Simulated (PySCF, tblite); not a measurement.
# C7H6FSi radical: geometry, infrared bands and EPR parameters

What infrared bands and EPR parameters should C7H6FSi radical (`C=CC#CC#CC[SiH]F`) show?

Computed with tblite 0.8.0 and PySCF 2.14.0, with density-fitted response routines of our own, on a single molecule in the gas phase. Atoms count from 0, in the outputs and in this text.

## Step 1: The molecule as given

15 atoms, charge 0, multiplicity 2; geometry from: force field or distance geometry start.

Bonds of the start (Å): C0–C1 1.32, C1–C2 1.43, C2–C3 1.22, C3–C4 1.42, C4–C5 1.23, C5–C6 1.46, C6–Si7 1.85, Si7–F8 1.70, C0–H9 1.08, C0–H10 1.07, C1–H11 1.08, C6–H12 1.12, C6–H13 1.12, Si7–H14 1.46.

## Step 2: Relaxing the molecule with GFN2-xTB

Job settings and geometry (Å):

```
{"job": {"kind": "relax", "xc": "GFN2-xTB", "basis": "xTB"}, "charge": 0, "multiplicity": 2}
C      4.503200    -0.600800    -0.249100
C      3.590100     0.246400    -0.697100
C      2.186300     0.051700    -0.532800
C      0.981100    -0.097200    -0.438100
C     -0.420800    -0.279200    -0.278200
C     -1.633100    -0.432500    -0.183300
C     -3.078100    -0.609200    -0.083400
Si    -3.733700     0.331400     1.367700
F     -5.243200     0.959600     0.897100
H      5.540800    -0.344900    -0.420600
H      4.262500    -1.503500     0.262200
H      3.899800     1.144300    -1.201400
H     -3.601700    -0.182300    -0.977200
H     -3.275700    -1.707500    -0.052900
H     -3.981900    -0.473800     2.565300
```

Launch:

```console
> OMP_NUM_THREADS=1 python probes_run.py task.json out
```

This one command runs all jobs of the session in turn.

**Question.** This job is followed by: GFN2-xTB harmonic vibrations, gas phase; UKS B3LYP, pcH-1 on C F H Si, non-relativistic, mean-field spin-orbit, GIAO. What will the session give for the following? strongest single infrared mode (GFN2-xTB); zero-point energy (GFN2-xTB); g(iso) (B3LYP); ⟨S²⟩; largest a(iso) (averaged by class); potential on the surface of density 0.002 e/bohr³, 1st and 99th percentile.

**Answer**, as computed:

| quantity | value |
| --- | --- |
| strongest single infrared mode (GFN2-xTB) | 2342 cm⁻¹, 258 km/mol |
| zero-point energy (GFN2-xTB) | 60.9 kcal/mol |
| g(iso) (B3LYP) | 2.00253 |
| ⟨S²⟩ | 0.751 (exact 0.75) |
| largest a(iso) (averaged by class) | 29Si on Si7, -634.3 MHz |
| potential on the surface of density 0.002 e/bohr³, 1st and 99th percentile | -0.99 V and 1.24 V |

The optimisation took 113 steps and gained 0.379 eV; among the close pairs (by a distance rule), C3–C4 changed most, from 1.423 to 1.352 Å. All 39 modes are real, so the xTB geometry is a minimum. The strongest single mode, at 2342 cm⁻¹, moves mainly H14. Unscaled tight-binding wavenumbers are off by several per cent, some by more. Its intensities can rank the bands wrongly. Si7 carries the largest spin population, 0.83 e. The isotropic g lies 0.2 ppt above the free-electron value. These values are for one conformer; the search (at its own cheap level) found 2 more, at 0.08, 1.27 kcal/mol, and measured spectra average over such forms.
